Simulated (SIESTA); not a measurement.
BiTe:

```xyz
2
Lattice="2.4227 1.3988 3.3173 -2.4227 1.3988 3.3173 0.0000 -2.7975 3.3173" Properties=species:S:1:pos:R:3 pbc="T T T"
Bi    0.0000    0.0000    4.9759
Te    0.0000    0.0000    0.0000
```

The cell comes from a database or a generator and needn't be the stable form of this composition.

Base run:

- Program: SIESTA 5.4.2
- Functional: LDA
- Potentials or basis: PseudoDojo 0.4 standard (LDA files)
- Basis: DZP (energy shift 0.003 Ry; two zetas on semicore shells)
- Grid cutoff: 500 Ry
- Energy shift: 0.003 Ry
- k mesh: 7 × 7 × 7
- Occupations: fermi-dirac, width 0.05 eV
- Spin: no spin polarisation

Its results: band gap on the k mesh none (metal or under the smearing width); pressure -2.6 GPa.

Problem. The run is repeated on the same cell with these changes: functional from LDA to PBEsol; potentials or basis from PseudoDojo 0.4 standard (LDA files) to PseudoDojo 0.4 standard (PBEsol files). What comes out?

Solution. Band gap on the k mesh none (metal or under the smearing width); pressure -1.5 GPa.

Caveats: spin-orbit coupling is left out, which moves the levels of the heavy elements; the basis of atomic orbitals isn't converged, which shifts pressures, moduli and gaps; the basis holds too few empty states to meet the f-sum rule, so the spectrum is short of weight at high energy (some runs).
